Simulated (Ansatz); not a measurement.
# BaWO4: the cost of one run

Method: DFT PBEsol, scalar-relativistic, plane waves, PAW, and further levels as typed in the inputs, in Ansatz 0.2.0.

### 1 Starting point

The structure is tetragonal, space group I4_1/a (No. 88). The conventional cell has a = 5.667 Å, b = 5.667 Å, c = 12.739 Å, α = 90.00°, β = 90.00°, γ = 90.00°. Ba (site symmetry -4) has 8 O at 2.76 to 2.80 Å as nearest neighbours. Around W (site symmetry -4) lie 4 O at 1.79 Å. O (site symmetry 1) has 1 W at 1.79 Å as nearest neighbours.

As a file:

```
CELL_PARAMETERS angstrom
-2.83337 2.83337 6.36927
2.83337 -2.83337 6.36927
2.83337 2.83337 -6.36927
ATOMIC_POSITIONS crystal
Ba 0.25000 0.75000 0.50000
Ba 0.50000 0.50000 0.00000
W 0.75000 0.25000 0.50000
W 0.00000 0.00000 0.00000
O 0.15214 0.04689 0.35624
O 0.69065 0.79590 0.64376
O 0.05935 0.45410 0.85624
O 0.54590 0.40214 0.60525
O 0.20410 0.84786 0.89475
O 0.95311 0.30935 0.10525
O 0.79689 0.94065 0.39475
O 0.59786 0.20311 0.14376
```

The structure rests on an entry of the Materials Project (structure only); cell or positions may have been set otherwise for this series.

### 2 Relaxing cell and atoms: BaWO4, no spin, 6 GPa

input.yaml

```yaml
crystal:
  lattice:
    - [-2.833365905, 2.833365905, 6.36926687]
    - [2.833365905, -2.833365905, 6.36926687]
    - [2.833365905, 2.833365905, -6.36926687]
  atoms:
    - { symbol: Ba, position: [0.25, 0.75, 0.5] }
    - { symbol: Ba, position: [0.5, 0.5, 0.0] }
    - { symbol: W, position: [0.75, 0.25, 0.5] }
    - { symbol: W, position: [0.0, 0.0, 0.0] }
    - { symbol: O, position: [0.15214477, 0.04689186, 0.35623995] }
    - { symbol: O, position: [0.69065191, 0.79590482, 0.64376005] }
    - { symbol: O, position: [0.05934809, 0.45409518, 0.85623995] }
    - { symbol: O, position: [0.54590482, 0.40214477, 0.60525291] }
    - { symbol: O, position: [0.20409518, 0.84785523, 0.89474709] }
    - { symbol: O, position: [0.95310814, 0.30934809, 0.10525291] }
    - { symbol: O, position: [0.79689186, 0.94065191, 0.39474709] }
    - { symbol: O, position: [0.59785523, 0.20310814, 0.14376005] }
scf:
  occupations: { method: fixed }
output:
  forces: true
  stress: true
  eigenvalues: true
  write_density: true
  write_potential: true
  elf: true
  volumetric_format: npy
kpoints:
  mp_grid: { grid: [6, 6, 6] }
hamiltonian:
  xc: pbesol
relax:
  f_tol: 0.005
  max_steps: 60
  cell: { stress_tol: 0.03, p_target: 6.0 }
```

The run is started by

```console
$ ansatz run input.yaml --threads 8 --pin off --max-ram 20480MiB --backend cpu --events-out ev --progress --plain --runs-dir out
```

Q: Estimate wall time and peak memory on 8 threads of Arm Neoverse V1, shared host.

About 53 s, with a peak of 1.2 GiB.
